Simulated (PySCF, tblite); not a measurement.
# C₆H₉FO− (doublet): geometry, infrared bands and EPR parameters

What infrared bands and EPR parameters should C₆H₉FO− (doublet) (`C/C([CH][O-])=C(/C)CF`) show?

Programs: tblite 0.8.0 and PySCF 2.14.0, with density-fitted response routines of our own. Each step states its level of theory. These are calculated values for one molecule in the gas phase, unless marked as measured. Atoms count from 0, in the outputs and in this text.

### 1 The starting structure

17 atoms, charge -1, multiplicity 2; geometry from: force field or distance geometry start.

Bonds of the start (Å): C0–C1 1.54, C1–C2 1.46, C2–O3 1.25, C1–C4 1.36, C4–C5 1.51, C4–C6 1.50, C6–F7 1.36, C0–H8 1.10, C0–H9 1.09, C0–H10 1.09, C2–H11 1.09, C5–H12 1.09, C5–H13 1.09, C5–H14 1.10, C6–H15 1.10, C6–H16 1.09.

### 2 Geometry optimisation with GFN2-xTB

What the job is given:

```
{"job": {"kind": "relax", "xc": "GFN2-xTB", "basis": "xTB"}, "charge": -1, "multiplicity": 2}
C      1.910000    -0.536300    -0.335000
C      0.702200     0.382600    -0.101900
C      1.002700     1.807100    -0.018300
O      2.056300     2.240500    -0.541500
C     -0.553400    -0.108500     0.091500
C     -1.791700     0.742900     0.248500
C     -0.844800    -1.580800     0.096500
F     -2.096100    -1.846800     0.572500
H      2.662800    -0.396800     0.447900
H      1.643900    -1.597600    -0.331500
H      2.353300    -0.335000    -1.312900
H      0.275200     2.483400     0.433400
H     -2.588700     0.381600    -0.397900
H     -2.139400     0.688300     1.282100
H     -1.649900     1.803900    -0.004900
H     -0.161400    -2.123100     0.769600
H     -0.788000    -1.993600    -0.908100
```

Launch:

```
$ OMP_NUM_THREADS=1 python probes_run.py task.json out
```

One launch serves the whole session: the jobs run in the order shown.

**Question.** This job is followed by: GFN2-xTB harmonic vibrations, gas phase; UKS B3LYP, pcH-1 on C F H O, non-relativistic, mean-field spin-orbit, GIAO. Predict these results of the whole session: strongest single infrared mode (GFN2-xTB); zero-point energy (GFN2-xTB); g(iso) (B3LYP); ⟨S²⟩; largest a(iso).

As calculated:

| quantity | value |
| --- | --- |
| strongest single infrared mode (GFN2-xTB) | 1600 cm⁻¹, 768 km/mol |
| zero-point energy (GFN2-xTB) | 82.9 kcal/mol |
| g(iso) (B3LYP) | 2.00474 |
| ⟨S²⟩ | 0.759 (exact 0.75) |
| largest a(iso) | 19F on F7, 469.6 MHz |

In words: The optimisation took 141 steps and gained 0.641 eV; among the close pairs (by a distance rule), C6–F7 changed most, from 1.365 to 1.898 Å. All 45 modes are real, so the xTB geometry is a minimum. The strongest single mode, at 1600 cm⁻¹, moves mainly C2. Unscaled tight-binding wavenumbers are off by several per cent, some by more. Its intensities can rank the bands wrongly. The structure rearranged or came apart on optimisation; the results belong to the end geometry, not to the formula as drawn. The largest spin populations lie on O3 (0.22 e), C1 (0.21 e), F7 (0.19 e), C6 (0.18 e). The isotropic g lies 2.4 ppt above the free-electron value.
